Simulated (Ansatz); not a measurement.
**Molecular dynamics of LiSi2Rh2**

Input:

```yaml
accuracy: low
crystal:
  lattice:
    - [7.155784213, 0.0, 0.0]
    - [0.0, 6.912995747, 0.0]
    - [0.0, 0.0, 8.4052072071]
  atoms:
    - { symbol: Li, position: [-0.06485953, -0.01933971, 0.1112729] }
    - { symbol: Li, position: [0.44903781, 0.49156748, -0.03225332] }
    - { symbol: Si, position: [0.63890139, 0.14107804, 0.01016543] }
    - { symbol: Si, position: [0.12482679, 0.33629748, -0.01211489] }
    - { symbol: Si, position: [0.82724486, 0.61086196, -0.03573102] }
    - { symbol: Si, position: [0.26726293, 0.91181916, 0.03058417] }
    - { symbol: Rh, position: [0.35429859, 0.21125042, 0.16577679] }
    - { symbol: Rh, position: [0.86939052, 0.34066863, 0.1965874] }
    - { symbol: Rh, position: [0.15342244, 0.63145847, 0.17889359] }
    - { symbol: Rh, position: [0.62392102, 0.86670416, 0.13245315] }
    - { symbol: Li, position: [0.02245184, 0.0356856, 0.41180171] }
    - { symbol: Li, position: [0.46454907, 0.47861351, 0.35778006] }
    - { symbol: Si, position: [0.61725104, 0.16890361, 0.34722468] }
    - { symbol: Si, position: [0.13936722, 0.38701326, 0.35920385] }
    - { symbol: Si, position: [0.86448832, 0.67058829, 0.30089598] }
    - { symbol: Si, position: [0.37287137, 0.86115318, 0.32185873] }
    - { symbol: Rh, position: [0.3478652, 0.10607384, 0.52190423] }
    - { symbol: Rh, position: [0.82199997, 0.38370491, 0.52222325] }
    - { symbol: Rh, position: [0.20440362, 0.68452346, 0.51504961] }
    - { symbol: Rh, position: [0.64382882, 0.82532344, 0.47607695] }
    - { symbol: Li, position: [0.02889571, -0.00336274, 0.75319485] }
    - { symbol: Li, position: [0.51705372, 0.53508814, 0.67629654] }
    - { symbol: Si, position: [0.67287054, 0.14669841, 0.64968425] }
    - { symbol: Si, position: [0.17631292, 0.36594803, 0.63695706] }
    - { symbol: Si, position: [0.88372036, 0.65521259, 0.64983597] }
    - { symbol: Si, position: [0.37459219, 0.84391976, 0.70643794] }
    - { symbol: Rh, position: [0.35233597, 0.16603925, 0.82900571] }
    - { symbol: Rh, position: [0.85635498, 0.31435463, 0.84751405] }
    - { symbol: Rh, position: [0.12945738, 0.6117245, 0.84432899] }
    - { symbol: Rh, position: [0.68044759, 0.88484139, 0.8358375] }
basis:
  ecutwfc: 500.0
kpoints:
  mp_grid: { grid: [1, 1, 1] }
hamiltonian:
  xc: r2scan
scf:
  occupations: { method: fermi_dirac, width: 0.05 }
  lower_state_search: "off"
md:
  timestep: 1
  n_steps: 160
  ensemble: nve
  temperature: 2400.0
  initial_velocities: maxwell_boltzmann
  seed: 13697
```

Run as:

```bash
$ ansatz run input.yaml --threads 2 --pin off --max-ram 5120MiB --backend cpu --events-out ev --progress --plain --runs-dir out
```

It goes on from the last frame of an earlier run, with new velocities.

Output, in part (step lines):

```
md step     0: t =     0.00 fs  T =  2400.0 K  F+E_penalty+E_count = -85901.76340401 eV  E_kin = 8.996496 eV  conserved = -85892.76690808 eV  (17 SCF iters)
md step     1: t =     1.00 fs  T =  2386.8 K  F+E_penalty+E_count = -85901.71398550 eV  E_kin = 8.947103 eV  conserved = -85892.76688259 eV  (13 SCF iters)
md step     2: t =     2.00 fs  T =  2367.6 K  F+E_penalty+E_count = -85901.64172111 eV  E_kin = 8.874892 eV  conserved = -85892.76682946 eV  (13 SCF iters)
md step     3: t =     3.00 fs  T =  2342.5 K  F+E_penalty+E_count = -85901.54780825 eV  E_kin = 8.781067 eV  conserved = -85892.76674093 eV  (13 SCF iters)
md step     4: t =     4.00 fs  T =  2312.2 K  F+E_penalty+E_count = -85901.43391213 eV  E_kin = 8.667277 eV  conserved = -85892.76663484 eV  (13 SCF iters)
md step     5: t =     5.00 fs  T =  2277.0 K  F+E_penalty+E_count = -85901.30206573 eV  E_kin = 8.535550 eV  conserved = -85892.76651579 eV  (5 SCF iters)
md step     6: t =     6.00 fs  T =  2237.7 K  F+E_penalty+E_count = -85901.15457920 eV  E_kin = 8.388197 eV  conserved = -85892.76638228 eV  (5 SCF iters)
md step     7: t =     7.00 fs  T =  2194.9 K  F+E_penalty+E_count = -85900.99399638 eV  E_kin = 8.227754 eV  conserved = -85892.76624283 eV  (4 SCF iters)
[... lines left out ...]
```

The steps, from the saved trajectory:

```tsv
time (fs)	T (K)	potential energy less start (eV)	conserved less start (meV/atom)
0	2400	0.000	0.00
5	2277	0.461	0.01
10	2053	1.303	0.04
15	1814	2.198	0.06
20	1664	2.761	0.09
25	1691	2.660	0.07
30	1830	2.137	0.02
35	1935	1.744	0.00
40	1916	1.813	-0.02
45	1722	2.543	0.00
50	1442	3.592	0.08
55	1315	4.072	0.11
60	1427	3.649	0.05
65	1604	2.984	-0.02
70	1626	2.899	-0.03
75	1496	3.391	0.06
80	1453	3.553	0.06
85	1521	3.297	0.01
90	1565	3.131	0.01
95	1561	3.147	0.03
100	1544	3.209	0.04
105	1569	3.117	0.06
110	1675	2.720	0.06
115	1853	2.050	0.03
120	2018	1.432	-0.01
125	2049	1.316	-0.02
130	1895	1.893	0.00
135	1633	2.875	0.06
140	1419	3.680	0.10
145	1371	3.862	0.10
150	1487	3.423	0.07
155	1681	2.698	0.04
160	1851	2.060	0.02
```

The run went to its last step. The conserved energy stayed within 0.12 meV per atom of its start (net change 0.021 meV per atom), so the integration is sound. A run of 0.16 ps of so small a system gives no equilibrium averages. Limits of this set-up: coarse k mesh, low accuracy level.

Mean squared displacements from the first frame to the last, about the centre of mass: Li 0.52 Å², Si 0.20 Å², Rh 0.16 Å².

Last frame:

```xyz
30
Lattice="7.1558 0.0000 0.0000 0.0000 6.9130 0.0000 0.0000 0.0000 8.4052" Properties=species:S:1:pos:R:3
Li -0.649 -0.231 0.408
Li 2.962 3.555 -0.496
Si 4.676 1.214 -0.031
Si 0.904 2.622 0.087
Si 5.769 4.338 0.272
Si 1.956 6.499 -0.212
Rh 2.832 1.222 1.284
Rh 6.389 2.260 1.417
Rh 1.066 4.433 1.612
Rh 4.188 5.738 1.396
Li 0.331 0.183 2.726
Li 4.026 3.408 2.683
Si 4.653 0.949 3.003
Si 1.594 2.520 2.753
Si 6.115 4.346 2.801
Si 2.646 5.620 2.958
Rh 2.648 1.020 4.341
Rh 6.056 2.402 4.311
Rh 0.968 4.580 4.250
Rh 4.655 5.865 4.035
Li 0.005 0.055 5.279
Li 3.770 3.650 5.118
Si 4.688 1.169 5.782
Si 1.005 2.697 5.463
Si 6.134 4.596 5.870
Si 2.520 5.800 5.536
Rh 2.617 1.365 6.810
Rh 6.601 1.893 6.987
Rh 0.606 4.696 7.475
Rh 4.556 6.123 7.037
```

The run took 17 min on 2 threads of AMD EPYC 7B13 (Zen 3), with other jobs on the host, peak memory 0.91 GiB.
